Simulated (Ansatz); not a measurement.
Crystal: NaLaMnMoO6.

```
Na La Mn Mo O
1.0
     3.79453   -3.84926   -0.00008
     3.79453    3.84926   -0.00008
    -0.04604    0.00000    8.22029
Na La Mn Mo O
2 2 2 2 12
Direct
  0.50640 0.49360 0.75000
  0.49360 0.50640 0.25000
  0.01239 0.98761 0.75000
  0.98761 0.01239 0.25000
  0.00000 0.50000 0.50000
  0.50000 0.00000 0.00000
  0.50000 0.00000 0.50000
  0.00000 0.50000 0.00000
  0.54302 0.05203 0.73247
  0.45698 0.94797 0.26753
  0.27994 0.71875 0.54832
  0.72006 0.28125 0.45168
  0.79897 0.79494 0.49934
  0.20103 0.20506 0.50066
  0.05203 0.54302 0.23247
  0.94797 0.45698 0.76753
  0.79494 0.79897 0.99934
  0.20506 0.20103 0.00066
  0.28125 0.72006 0.95168
  0.71875 0.27994 0.04832
```

The cell was built by a generator and needn't be a form met in nature.

Base run:

| Property | Result |
| --- | --- |
| Program | Ansatz 0.2.0 |
| Functional | PBE |
| Potentials or basis | SPMS NC |
| Cutoff | 1034 eV |
| Density cutoff | 4136 eV |
| k mesh | 5 × 5 × 4 |
| Occupations | fermi-dirac, width 0.05 eV |
| Spin | collinear spin, ferromagnetic start |
| Starting moments | [0.0, 0.0, 0.0, 0.0, 4.0, 4.0, 1.0, 1.0, 0.0, 0.0, 0.0, 0.0, 0.0, 0.0, 0.0, 0.0, 0.0, 0.0, 0.0, 0.0] μB |

Its results: band gap on the k mesh none (metal or under the smearing width); pressure 0.4 GPa; net moment 7.05 μB per cell; site moments Na -0.00; La -0.01; Mn +3.12; Mo -0.17; O +0.06, +0.02 μB; largest force 0.090 eV/Å.

Problem. The run is repeated on the same cell with these changes: potentials or basis from SPMS NC to JTH PAW; cutoff from 1034 eV to 1800 eV; density cutoff from 4136 eV to 7200 eV. What comes out?

Solution. Band gap on the k mesh none (metal or under the smearing width); pressure 0.6 GPa; net moment 6.83 μB per cell; site moments Na -0.00; La -0.01; Mn +3.03; Mo -0.18; O +0.06, +0.02 μB; largest force 0.025 eV/Å.

Caveats: semilocal functionals often make such compounds metallic where correlation or magnetic order opens a gap, which also shifts bond lengths; only a ferromagnetic start was run, and an antiferromagnetic order may lie lower in energy.

Not every run made on this cell is shown here.
